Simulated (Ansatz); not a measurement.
# CdGa2O3: what a guessed cell relaxes into, part 1 of 2

Where does this trial cell of CdGa2O3 go when cell and atoms are let free?

Method: DFT PBE, scalar-relativistic, plane waves, PAW, in Ansatz 0.2.0.

1 further run of the same task is left out (it didn't finish).

## Step 1: The structure to begin with

The structure is trigonal, space group R-3m (No. 166). The conventional cell has a = 5.184 Å, b = 5.184 Å, c = 11.596 Å, α = 90.00°, β = 90.00°, γ = 120.00°. Cd (site symmetry -3m) is surrounded by 6 O at 2.44 Å. Ga (site symmetry 3m) is surrounded by 9 O at 2.82 to 2.98 Å and 4 Ga at 2.95 to 3.13 Å and 3 Cd at 3.03 Å. O (site symmetry 2/m) is surrounded by 2 Cd at 2.44 Å and 6 Ga at 2.82 to 2.98 Å.

As a file:

```xyz
6
Lattice="2.5922 1.4966 3.8654 -2.5922 1.4966 3.8654 0.0000 -2.9932 3.8654" Properties=species:S:1:pos:R:3 pbc="T T T"
Cd    0.0000    0.0000    0.0000
Ga    0.0000    0.0000    7.2717
Ga    0.0000    0.0000    4.3246
O    -1.2961    0.7483    1.9327
O     1.2961    0.7483    1.9327
O     0.0000   -1.4966    1.9327
```

The cell is invented: species swapped into a database cell of Sc2AlCo3 (R-3m, No. 166), with Ga on the Sc sites, Cd on the Al sites and O on the Co sites. The dimensions are guesses.

## Step 2: A first look at the guess

Input file input.yaml:

```yaml
crystal:
  lattice:
    - [2.59223046, 1.49662495, 3.86541887]
    - [-2.59223046, 1.49662495, 3.86541887]
    - [0.0, -2.9932499, 3.86541887]
  atoms:
    - { symbol: Cd, position: [0.0, 0.0, 0.0] }
    - { symbol: Ga, position: [0.62707001, 0.62707001, 0.62707001] }
    - { symbol: Ga, position: [0.37292999, 0.37292999, 0.37292999] }
    - { symbol: O, position: [0.0, 0.5, 0.0] }
    - { symbol: O, position: [0.5, 0.0, 0.0] }
    - { symbol: O, position: [0.0, 0.0, 0.5] }
basis:
  ecutwfc: 420
kpoints:
  mp_grid: { grid: [6, 6, 6] }
hamiltonian:
  xc: pbe
scf:
  occupations: { method: gaussian, width: 0.1 }
  lower_state_search: "off"
output:
  forces: true
  stress: true
  eigenvalues: true
```

On the command line:

```console
ansatz run input.yaml --threads 1 --pin off --max-ram 2560MiB --backend cpu --events-out ev --progress --plain --runs-dir out
```

Standard output, cut to the lines that bear on the results:

```text
[...]
SCF converged after 8 iterations
Free energy (F): -17514.102091 eV
[...]
E sigma→0 (E₀):  -17514.086121 eV
Entropy (-TS):   -0.031939 eV (-5.323 meV/atom)
Fermi energy:    7.750450 eV
[...]
--- Forces (eV/Å), atoms counted from 1 ---
  atom   1  Cd     0.00000000     0.00000000     0.00000000
  atom   2  Ga     0.00000000     0.00000000     0.17596183
  atom   3  Ga    -0.00000000    -0.00000000    -0.17596183
  atom   4  O      0.00000000    -0.00000000    -0.00000000
  atom   5  O     -0.00000000     0.00000000     0.00000000
  atom   6  O     -0.00000000    -0.00000000    -0.00000000
[...]
--- Stress (GPa, compression-positive) ---
        0.910017       0.000000      -0.000000
       -0.000000       0.910017       0.000000
       -0.000000       0.000000     -18.726447
  P = ⅓ Tr σ = -5.6355 GPa (-56.355 kbar)
--- Band table (eV; the first three rows and the last of 32) ---
[...]
```

Wall time 6.5 s (1 thread of Intel Xeon at 2.70GHz, shared host); peak memory 0.44 GiB.

The probe gives pressure -5.6 GPa, largest force 0.18 eV/Å, gap on this mesh none (metal). A cheap, loose relaxation comes first.

## Step 3: Spin check on a coarse mesh

input.yaml: that of step 2 with these lines changed.

```diff
@@ -9,5 +9,5 @@
     - { symbol: Ga, position: [0.37292999, 0.37292999, 0.37292999] }
-    - { symbol: O, position: [0.0, 0.5, 0.0] }
-    - { symbol: O, position: [0.5, 0.0, 0.0] }
-    - { symbol: O, position: [0.0, 0.0, 0.5] }
+    - { symbol: O, position: [0.0, 0.5, 0.0], spin: 1.0 }
+    - { symbol: O, position: [0.5, 0.0, 0.0], spin: 1.0 }
+    - { symbol: O, position: [0.0, 0.0, 0.5], spin: 1.0 }
 basis:
@@ -25 +25,4 @@
   eigenvalues: true
+  populations: true
+magnetization:
+  spin_polarized: true
```

On the command line:

```console
ansatz run input.yaml --threads 1 --pin off --max-ram 2560MiB --backend cpu --events-out ev --progress --plain --runs-dir out
```

Standard output, cut to the lines that bear on the results:

```text
[...]
SCF converged after 15 iterations
Magnetization: 2.0000 μB (33.0000 up, 31.0000 down)
Absolute magnetization: 2.3794 μB (∫|ρ↑−ρ↓|, with the PAW one-centre terms)
Spin contamination: 0.0394 ħ² per cell (⟨S²⟩ above its minimum at these occupations)
[...]
       -0.000000       0.000000     -20.129901
  P = ⅓ Tr σ = -4.8011 GPa (-48.011 kbar)
--- Band table (eV; the first three rows and the last of 64) ---
[...]
--- Löwdin populations: 6 sites ---
  site symbol       q [e]    m [muB]
     0     Cd     18.4690    -0.0256
     1     Ga     12.8117    -0.0825
     2     Ga     12.8117    -0.0825
     3      O      6.5602     0.7404
     4      O      6.5602     0.7404
     5      O      6.5602     0.7404
  spilling = 0.003548 (of n_electrons = 64.000000)
```

It took 24 s on 1 thread of Intel Xeon at 2.70GHz, shared host; peak memory 0.51 GiB.

Per atom:

| atom | moment in the atom's sphere (μB) | Löwdin electrons |
| --- | --- | --- |
| Cd1 | -0.01 | 18.47 |
| Ga2 | -0.02 | 12.81 |
| Ga3 | -0.02 | 12.81 |
| O4 | 0.71 | 6.56 |
| O5 | 0.71 | 6.56 |
| O6 | 0.71 | 6.56 |

The Löwdin counts miss 0.23 of the 64 electrons, which the atomic orbitals do not span, so they are no charges.

The same cell is solved with trial moments on O. The largest site moment that stays is 0.71 μB and the cell's total 2.00 μB. The workflow keeps spin only above 0.25 μB on a site, so spin is kept from here on.

## Step 4: Coarse relaxation

input.yaml: that of step 3 with these lines changed.

```diff
@@ -28 +28,6 @@
   spin_polarized: true
+relax:
+  adjacent_minimum: "off"
+  f_tol: 0.04
+  max_steps: 70
+  cell: { stress_tol: 0.4 }
```

On the command line:

```console
ansatz run input.yaml --threads 1 --pin off --max-ram 2560MiB --backend cpu --events-out ev --progress --plain --runs-dir out
```

Standard output:

```text
Warning: RAYON_NUM_THREADS=1 ignored (pool sized by the plan → 1); use --threads N
Engine: ansatz 0.2.0, x86_64-unknown-linux-gnu
Pseudopotentials: kind: paw
Pseudopotential: Cd, paw, valence charge 20, recommended cutoff 420 eV (normal), Cd.paw.azcp
Pseudopotential: Ga, paw, valence charge 13, recommended cutoff 420 eV (normal), Ga.paw.azcp
Pseudopotential: O, paw, valence charge 6, recommended cutoff 420 eV (normal), O.paw.azcp
Functional definition: PBE
  parameter kappa = 0.804
  parameter beta = 0.06672455060314922
  exchange = pbe_x(kappa = kappa, mu = beta*pi^2/3)
  correlation = pbe_c(beta = beta)
Crystal: 6 atoms, lattice volume = 89.978 Å³
Basis set: ecut = 420 eV, 1729 PW (Γ), exchange–correlation on 72×72×72 points (8 copies of the dense FFT grid, shifted against one another)
Bands: 41, of which v1, the nominal top of the filled ones, is band 32 counted from 1 (31 counted from 0)
Symmetry: 12 space group operations
Space group: R-3m (ITA 166), of the structure as read, at distance tolerance 4.5e-5 Å
Magnetic group: BNS 166.97 (UNI 1327), of the structure as read, at distance tolerance 4.5e-5 Å
k-points: 32 of 216
Non-local potential: Cd, projectors of the file, l = 0: 3, l = 1: 2, l = 2: 2, l = 3: 1
Non-local potential: Ga, projectors of the file, l = 0: 2, l = 1: 2, l = 2: 3, l = 3: 1
Non-local potential: O, projectors of the file, l = 0: 2, l = 1: 2, l = 2: 1
PAW form: soft (Blöchl's): semilocal exchange-correlation on the pseudo side does not see the compensation charge
PAW one-centre angular grid: Cd, 590 points (default); XC on 64 Gauss nodes
PAW one-centre angular grid: Ga, 590 points (default); XC on 64 Gauss nodes
PAW one-centre angular grid: O, 110 points (default); XC on 64 Gauss nodes
Initial density: superposition of atomic densities (chi_scale 0.1, normalization cell, long waves kept (reshape's long-wave potential 0.04 eV rms))
Starting moments: Σ|m| = 3 μB on 3 of 6 sites
Initial wavefunctions: pseudopotential atomic-orbital guess
Functional: x = pbe(κ = 0.804, μ = 0.2195149727645171), c = pbe(β = 0.06672455060314922)
SCF iter   1: F=—  HF=-17517.528070 eV  |F-HF|=—  |Δ(HF+E_count)|=         —  Δρ=7.10e-2 (↑7.10e-2 ↓6.17e-2)  dr2=1.76e1  dr2_m=1.86e-1  M=2.171 μB ∫|m|=2.657 μB  β_m=0.30  ethr=3.10e-3  ⟨swp⟩=6.2  Hψ=9266  notcnv=0
preconditioner: auto → Kerker (q_TF=auto, 2.578 Å⁻¹)  [metal: Δε(μ)=0.016 eV  Ē_g=14.768 eV  σ=0.100 eV  W_gap=0.09  n_scr=20 (ndim 8)  ℏωp=29.3 eV  f_vac=0.000  D(μ)=5.80/eV (n_scr^D=58)]
spin=Collinear: Kerker preconditioning applied to the charge; magnetization (m = ρ↑ − ρ↓) channel mixes plain (no charge-response kernel on spin).
SCF iter   2: F=—  HF=-17514.790830 eV  |F-HF|=—  |Δ(HF+E_count)|=    2.74e0  Δρ=2.65e-2 (↑2.65e-2 ↓2.49e-2)  dr2=1.94e0  dr2_m=1.61e-1  M=2.000 μB ∫|m|=2.625 μB  β_m=0.30  ethr=3.10e-3  ⟨swp⟩=2.7  Hψ=5413  notcnv=0  defer=115
SCF iter   3: F=—  HF=-17514.467282 eV  |F-HF|=—  |Δ(HF+E_count)|=   3.24e-1  Δρ=1.66e-2 (↑1.35e-2 ↓1.66e-2)  dr2=3.84e-1  dr2_m=9.82e-2  M=2.000 μB ∫|m|=2.538 μB  β_m=0.30  ethr=3.03e-3  ⟨swp⟩=2.1  Hψ=3617  notcnv=0  defer=121
SCF iter   4: F=—  HF=-17514.404271 eV  |F-HF|=—  |Δ(HF+E_count)|=   6.30e-2  Δρ=1.13e-2 (↑8.49e-3 ↓1.13e-2)  dr2=6.27e-2  dr2_m=5.85e-2  M=2.000 μB ∫|m|=2.481 μB  β_m=0.30  ethr=6.01e-4  ⟨swp⟩=2.0  Hψ=4103  notcnv=0  defer=126
SCF iter   5: F=—  HF=-17514.415412 eV  |F-HF|=—  |Δ(HF+E_count)|=   1.11e-2  Δρ=7.20e-3 (↑7.20e-3 ↓6.44e-3)  dr2=2.86e-2  dr2_m=3.43e-2  M=2.000 μB ∫|m|=2.473 μB  β_m=0.30  ethr=9.80e-5  ⟨swp⟩=2.0  Hψ=5365  notcnv=0  defer=125
SCF iter   6: F=—  HF=-17514.423495 eV  |F-HF|=—  |Δ(HF+E_count)|=   8.08e-3  Δρ=5.33e-3 (↑5.33e-3 ↓5.00e-3)  dr2=5.24e-3  dr2_m=2.06e-2  M=2.000 μB ∫|m|=2.450 μB  β_m=0.30  ethr=4.46e-5  ⟨swp⟩=2.3  Hψ=4113  notcnv=0  defer=125
SCF iter   7: F=—  HF=-17514.430959 eV  |F-HF|=—  |Δ(HF+E_count)|=   7.46e-3  Δρ=4.24e-3 (↑3.72e-3 ↓4.24e-3)  dr2=2.03e-3  dr2_m=1.24e-2  M=2.000 μB ∫|m|=2.431 μB  β_m=0.30  ethr=8.18e-6  ⟨swp⟩=2.4  Hψ=4259  notcnv=0  defer=125
Mixer restart at iter 7: flushing history
spin-set hold released at iteration 7 (site moments contracting): the magnetisation degrees of freedom join the quasi-Newton model from the next iteration; the mixer history was flushed
SCF iter   8: F=—  HF=-17514.435094 eV  |F-HF|=—  |Δ(HF+E_count)|=   4.13e-3  Δρ=3.28e-3 (↑2.88e-3 ↓3.28e-3)  dr2=5.25e-4  dr2_m=7.64e-3  M=2.000 μB ∫|m|=2.424 μB  β_m=0.65  ethr=3.17e-6  ⟨swp⟩=2.0  Hψ=4211  notcnv=0  defer=125
SCF iter   9: F=—  HF=-17514.441984 eV  |F-HF|=—  |Δ(HF+E_count)|=   6.89e-3  Δρ=1.04e-3 (↑3.25e-4 ↓1.04e-3)  dr2=5.39e-4  dr2_m=2.79e-4  M=2.000 μB ∫|m|=2.394 μB  β_m=0.67  ethr=8.20e-7  ⟨swp⟩=2.1  Hψ=4503  notcnv=0  defer=125
SCF iter  10: F=—  HF=-17514.442120 eV  |F-HF|=—  |Δ(HF+E_count)|=   1.36e-4  Δρ=2.46e-4 (↑1.80e-4 ↓2.46e-4)  dr2=9.55e-5  dr2_m=1.54e-5  M=2.000 μB ∫|m|=2.386 μB  β_m=0.83  ethr=8.20e-7  ⟨swp⟩=2.0  Hψ=4673  notcnv=0  defer=125
SCF iter  11: F=—  HF=-17514.442117 eV  |F-HF|=—  |Δ(HF+E_count)|=   3.74e-6  Δρ=7.41e-5 (↑7.41e-5 ↓6.18e-5)  dr2=1.32e-5  dr2_m=1.24e-6  M=2.000 μB ∫|m|=2.382 μB  β_m=0.80  ethr=1.49e-7  ⟨swp⟩=2.0  Hψ=4214  notcnv=0  defer=125
SCF iter  12: F=—  HF=-17514.442113 eV  |F-HF|=—  |Δ(HF+E_count)|=   3.39e-6  Δρ=3.38e-5 (↑2.92e-5 ↓3.38e-5)  dr2=3.21e-6  dr2_m=2.12e-7  M=2.000 μB ∫|m|=2.381 μB  β_m=0.79  ethr=2.06e-8  ⟨swp⟩=2.4  Hψ=4548  notcnv=0  defer=125
SCF iter  13: F=—  HF=-17514.442113 eV  |F-HF|=—  |Δ(HF+E_count)|=   7.46e-7  Δρ=1.66e-5 (↑1.42e-5 ↓1.66e-5)  dr2=7.22e-7  dr2_m=3.03e-8  M=2.000 μB ∫|m|=2.381 μB  β_m=0.77  ethr=5.02e-9  ⟨swp⟩=2.2  Hψ=4237  notcnv=0  defer=125
iter 14 did not close the SCF: its close was put off for a magnetic moment that had not settled (scf_convergence_deferred on its scf_iter line)
SCF iter  14: F=-17514.442113 eV  HF=-17514.442113 eV  |F-HF|=9.02e-9  |Δ(HF+E_count)|=   2.89e-9  Δρ=5.85e-6 (↑3.74e-6 ↓5.85e-6)  dr2=6.22e-8  dr2_m=9.09e-9  M=2.000 μB ∫|m|=2.381 μB  β_m=0.89  ethr=1.56e-10  ⟨swp⟩=8.6  Hψ=11402  notcnv=0
SCF iter  15: F=-17514.442113 eV  HF=-17514.442113 eV  |F-HF|=5.02e-10  |Δ(HF+E_count)|=   3.01e-8  Δρ=1.47e-6 (↑1.24e-6 ↓1.47e-6)  dr2=3.62e-9  dr2_m=8.45e-10  M=2.000 μB ∫|m|=2.381 μB  ethr=9.71e-11  ⟨swp⟩=1.3  Hψ=7183  notcnv=0
SCF 1 converged in 15 iterations: F = -17514.442113 eV  dr2 = 3.62e-9
relax step   1: F+E_penalty+E_count = -17514.44211261 eV  Δ(F+E_penalty+E_count) = +0.000e0 eV  max|allowed force component| = 1.309e-1 eV/Å  Δτ_max = 0.0000 Å  P = -4.801 GPa  Ω = 89.978 Å³  (15 SCF iters, dr2 threshold 1.00e-7 eV, accepted)
[... from here on, the SCF cycles and remarks between the steps are left out ...]
relax step   2: F+E_penalty+E_count = -17515.00972886 eV  Δ(F+E_penalty+E_count) = -5.676e-1 eV  max|allowed force component| = 4.560e-1 eV/Å  Δτ_max = 0.0123 Å  P = -2.610 GPa  Ω = 87.406 Å³  energy of the carried Pulay correction = +7.410e-3 eV  (8 SCF iters, dr2 threshold 6.00e-7 eV, accepted)
relax step   3: F+E_penalty+E_count = -17515.63071238 eV  Δ(F+E_penalty+E_count) = -6.210e-1 eV  max|allowed force component| = 7.461e-1 eV/Å  Δτ_max = 0.0589 Å  P = -1.539 GPa  Ω = 85.574 Å³  energy of the carried Pulay correction = +1.282e-2 eV  (9 SCF iters, dr2 threshold 6.00e-7 eV, accepted)
relax step   4: F+E_penalty+E_count = -17516.41038632 eV  Δ(F+E_penalty+E_count) = -7.797e-1 eV  max|allowed force component| = 1.158e0 eV/Å  Δτ_max = 0.0737 Å  P = -2.058 GPa  Ω = 83.880 Å³  energy of the carried Pulay correction = +1.793e-2 eV  (10 SCF iters, dr2 threshold 6.00e-7 eV, accepted)
relax step   5: F+E_penalty+E_count = -17517.55789070 eV  Δ(F+E_penalty+E_count) = -1.148e0 eV  max|allowed force component| = 1.540e0 eV/Å  Δτ_max = 0.0787 Å  P = -2.969 GPa  Ω = 81.646 Å³  energy of the carried Pulay correction = +2.481e-2 eV  (11 SCF iters, dr2 threshold 6.00e-7 eV, accepted)
relax step   6: F+E_penalty+E_count = -17518.57854189 eV  Δ(F+E_penalty+E_count) = -1.021e0 eV  max|allowed force component| = 1.480e0 eV/Å  Δτ_max = 0.0764 Å  P = +1.042 GPa  Ω = 78.856 Å³  energy of the carried Pulay correction = +3.367e-2 eV  (14 SCF iters, dr2 threshold 6.00e-7 eV, accepted)
relax step   7: F+E_penalty+E_count = -17519.32585979 eV  Δ(F+E_penalty+E_count) = -7.473e-1 eV  max|allowed force component| = 7.161e-1 eV/Å  Δτ_max = 0.1324 Å  P = +4.727 GPa  Ω = 78.121 Å³  energy of the carried Pulay correction = +3.606e-2 eV  (12 SCF iters, dr2 threshold 6.00e-7 eV, accepted)
relax step   8: F+E_penalty+E_count = -17519.48007331 eV  Δ(F+E_penalty+E_count) = -1.542e-1 eV  max|allowed force component| = 4.232e-4 eV/Å  Δτ_max = 0.1635 Å  P = +0.078 GPa  Ω = 82.484 Å³  energy of the carried Pulay correction = +2.221e-2 eV  (9 SCF iters, dr2 threshold 6.00e-7 eV, accepted)
relax step   9: F+E_penalty+E_count = -17519.48447701 eV  Δ(F+E_penalty+E_count) = -4.404e-3 eV  max|allowed force component| = 2.382e-3 eV/Å  Δτ_max = 0.0247 Å  P = +0.857 GPa  Ω = 82.402 Å³  energy of the carried Pulay correction = +2.246e-2 eV  (8 SCF iters, dr2 threshold 6.00e-7 eV, accepted)
relax step  10: F+E_penalty+E_count = -17519.48418438 eV  Δ(F+E_penalty+E_count) = +2.926e-4 eV  max|allowed force component| = 6.300e-2 eV/Å  Δτ_max = 0.0083 Å  P = -0.048 GPa  Ω = 83.079 Å³  energy of the carried Pulay correction = +2.038e-2 eV  (7 SCF iters, dr2 threshold 6.00e-7 eV, accepted)
relax step  11: F+E_penalty+E_count = -17519.48396766 eV  Δ(F+E_penalty+E_count) = +2.167e-4 eV  max|allowed force component| = 3.927e-4 eV/Å  Δτ_max = 0.0299 Å  P = +0.011 GPa  Ω = 83.518 Å³  energy of the carried Pulay correction = +1.903e-2 eV  (7 SCF iters, dr2 threshold 2.48e-7 eV, accepted)
relax step  12: F+E_penalty+E_count = -17519.65740945 eV  Δ(F+E_penalty+E_count) = -1.734e-1 eV  max|allowed force component| = 7.534e-3 eV/Å  Δτ_max = 0.0000 Å  P = +2.472 GPa  Ω = 83.518 Å³  stress off target by 3.67e0 GPa  SCF on the basis re-selected at this cell (its energy is not comparable with the rows above)  (8 SCF iters)
relax step  13: F+E_penalty+E_count = -17519.68431465 eV  Δ(F+E_penalty+E_count) = -2.691e-2 eV  max|allowed force component| = 3.348e-2 eV/Å  Δτ_max = 0.0447 Å  P = +0.689 GPa  Ω = 84.251 Å³  energy of the carried Pulay correction = -2.457e-3 eV  (8 SCF iters, dr2 threshold 6.00e-7 eV, accepted)
relax step  14: F+E_penalty+E_count = -17519.68546163 eV  Δ(F+E_penalty+E_count) = -1.147e-3 eV  max|allowed force component| = 1.753e-4 eV/Å  Δτ_max = 0.0032 Å  P = -0.009 GPa  Ω = 84.891 Å³  energy of the carried Pulay correction = -4.439e-3 eV  (6 SCF iters, dr2 threshold 6.00e-7 eV, accepted)
relax step  15: F+E_penalty+E_count = -17519.69164691 eV  Δ(F+E_penalty+E_count) = -6.185e-3 eV  max|allowed force component| = 5.317e-4 eV/Å  Δτ_max = 0.0000 Å  P = +0.097 GPa  Ω = 84.891 Å³  stress off target by 1.59e-1 GPa  SCF on the basis re-selected at this cell (its energy is not comparable with the rows above)  (5 SCF iters)
basis re-selected at this cell: Δ(F+E_penalty+E_count) = -6.185e-3 eV, ΔP = +0.106 GPa vs the last step (what re-selecting the basis moved, of the pressure what is left beyond the Pulay correction that the steps carried, after the strain that the cell walked since its last selection, with what the two solves' SCF thresholds leave and, on support functions, any second-order correction that the steps lacked; it is no measure of the basis error at this ecutwfc). This SCF's stress stands 1.59e-1 GPa from its target on what of the cell is left free (relax.cell.stress_tol is 4.00e-1 GPa) and its largest allowed force component is 5.32e-4 eV/Å (relax.f_tol is 4.00e-2 eV/Å): within both
SCF converged after 5 iterations
Magnetization: -0.0000 μB (32.0000 up, 32.0000 down)
Absolute magnetization: 0.0000 μB (∫|ρ↑−ρ↓|, with the PAW one-centre terms)
Spin contamination: 0.0000 ħ² per cell (⟨S²⟩ above its minimum at these occupations)
Per-site moments (μB) at R_I (Å): [(-6.705373414826782e-9, 0.9095704706054801), (1.8937999293679194e-8, 0.8812934262541837), (1.8937999472359798e-8, 0.8812934262541833), (-1.2826729342542375e-7, 0.8812934262541833), (-1.282672934457588e-7, 0.8812934262541833), (-1.2826729332203202e-7, 0.8812934262541833)]
Free energy (F): -17519.691647 eV
Harris-Foulkes:  -17519.691647 eV  (|F-HF|=5.68e-10)
Internal energy: -17519.688858 eV  (E = F + TS)
E sigma→0 (E₀):  -17519.690252 eV
Entropy (-TS):   -0.002789 eV (-0.465 meV/atom)
Fermi energy:    8.568522 eV
--- Per-component energies (eV) ---
  E_band       = -548.967795
  E_kinetic    = 1254.088680
  E_local      = -8311.497435  (includes V_loc(G=0)·N_el)
  E_nonlocal   = 1034.101105
  E_hartree    = 3784.289669
  E_xc         = -531.928666
  E_vxc        = -614.387790  (∫ρ·V_xc dr)
  E_paw        = -8540.775343  (= ΣΔE_a)
  E_vpaw       = -1479.861100  (= ΣTr[D̂ρ^β])
  E_aug_tail   = 0.006841  (compensation charges beyond the density's cutoff)
  E_ewald      = -6207.973709
  E_smearing   = -0.002789  (= −TS)
  E_closure    = -0.000000  (closes the sum)
  Σ components = -17519.691647   (vs F -17519.691647, Δ=0.00e0)
--- Forces (eV/Å), atoms counted from 1 ---
  atom   1  Cd     0.00000000    -0.00000000    -0.00000000
  atom   2  Ga     0.00000000     0.00000000    -0.00053169
  atom   3  Ga    -0.00000000    -0.00000000     0.00053169
  atom   4  O     -0.00000000     0.00000000    -0.00000000
  atom   5  O     -0.00000000    -0.00000000     0.00000000
  atom   6  O     -0.00000000    -0.00000000     0.00000000
  max |Σ_I F_I| component: 9.25e-18 eV/Å
--- Stress (GPa, compression-positive) ---
        0.158791      -0.000000      -0.000000
       -0.000000       0.158791       0.000000
       -0.000000      -0.000000      -0.027299
  P = ⅓ Tr σ = 0.0968 GPa (0.968 kbar)
--- Band table (eV; the first three rows and the last of 64) ---
  k-point 0 ↑: bands = ["-92.0355", "-53.2320", "-53.1059", "-53.1059", "-9.6316", "-8.8263", "-8.8263", "-6.0354", "-6.0354", "-6.0300", "-5.9732", "-5.9732", "-5.9608", "-5.9608", "-5.9007", "-5.6880", "-5.6880", "1.4394", "1.5256", "1.8989", "1.8989", "2.5479", "2.5479", "4.1289", "4.6779", "4.6779", "5.3761", "5.3761", "5.9154", "6.9276", "6.9276", "7.2101", "11.4386", "11.6511", "12.1009", "12.1009", "14.3503", "15.6395", "15.6395", "18.9380", "20.2497"]
[... 3 lines left out ...]
--- Relaxed structure (13 steps of the walk, 13 accepted, 2 SCFs on fresh bases) ---
  F+E_penalty+E_count = -17519.69164691 eV   max|allowed force component| = 5.317e-4 eV/Å   (the final SCF, on the basis selected at the relaxed cell)
  cell:  # Å, volume = 84.8914 Å³
    - [2.983253558275569, 1.7223822449313089, 2.753550156243637]
    - [-2.983253558275569, 1.7223822449313089, 2.753550156243637]
    - [-6.77898753824505e-17, -3.4447644898626177, 2.753550156243637]
  atoms:
    - { symbol: Cd, position: [-1.2466116827741848e-19, -1.2466116827741901e-19, -1.2466116827741875e-19] }
    - { symbol: Ga, position: [0.6803090370467538, 0.6803090370467538, 0.6803090370467538] }
    - { symbol: Ga, position: [0.319690962953246, 0.319690962953246, 0.319690962953246] }
    - { symbol: O, position: [-5.551115123125783e-17, 0.49999999999999994, 0.0] }
    - { symbol: O, position: [0.49999999999999994, -5.551115123125783e-17, 0.0] }
    - { symbol: O, position: [0.0, 0.0, 0.4999999999999999] }
--- Löwdin populations: 6 sites ---
  site symbol       q [e]    m [muB]
     0     Cd     18.3796     0.0000
     1     Ga     12.4910     0.0000
     2     Ga     12.4910     0.0000
     3      O      6.7960    -0.0000
     4      O      6.7960    -0.0000
     5      O      6.7960    -0.0000
  spilling = 0.003911 (of n_electrons = 64.000000)
```

It took 4.6 min on 1 thread of Intel Xeon at 2.70GHz, shared host; peak memory 0.55 GiB.

Relaxation path:

| step | E - E(step 1) (eV/cell) | largest force component (eV/Å) | pressure (GPa) | volume (Å³) |
| --- | --- | --- | --- | --- |
| 1 | 0.0000 | 0.1309 | -4.80 | 89.98 |
| 2 | -0.5676 | 0.4560 | -2.61 | 87.41 |
| 3 | -1.1886 | 0.7461 | -1.54 | 85.57 |
| 4 | -1.9683 | 1.1580 | -2.06 | 83.88 |
| 5 | -3.1158 | 1.5402 | -2.97 | 81.65 |
| 6 | -4.1364 | 1.4802 | 1.04 | 78.86 |
| 7 | -4.8837 | 0.7161 | 4.73 | 78.12 |
| 8 | -5.0380 | 0.0004 | 0.08 | 82.48 |
| 9 | -5.0424 | 0.0024 | 0.86 | 82.40 |
| 10 | -5.0421 | 0.0630 | -0.05 | 83.08 |
| 11 | -5.0419 | 0.0004 | 0.01 | 83.52 |
| 12 | -5.2153 | 0.0075 | 2.47 | 83.52 |
| 13 | -5.2422 | 0.0335 | 0.69 | 84.25 |
| 14 | -5.2433 | 0.0002 | -0.01 | 84.89 |
| 15 | -5.2495 | 0.0005 | 0.10 | 84.89 |

Step 1 is the start. Steps 12, 15 each repeat the geometry before them on a plane-wave basis chosen anew, so the energy can jump there without any move.

Lengths and angles in the start's conventional setting:

|  | before | after | change |
| --- | --- | --- | --- |
| a (Å) | 5.184 | 5.967 | +15.1 % |
| b (Å) | 5.184 | 5.967 | +15.1 % |
| c (Å) | 11.596 | 8.261 | -28.8 % |
| volume (Å³/atom) | 15.00 | 14.15 | -5.7 % |
| shortest distance (Å) | 2.444 | 2.136 | -12.6 % |
| space group (0.01 Å) | R-3m | R-3m | same |

Forces and stress were held to the start's 12 operations: a distortion of lower symmetry was not tested.

By site:

| atom | Löwdin electrons |
| --- | --- |
| Cd1 | 18.38 |
| Ga2 | 12.49 |
| Ga3 | 12.49 |
| O4 | 6.80 |
| O5 | 6.80 |
| O6 | 6.80 |

The Löwdin counts miss 0.25 of the 64 electrons, which the atomic orbitals do not span, so they are no charges.

(Continued in part 2 of 2.)
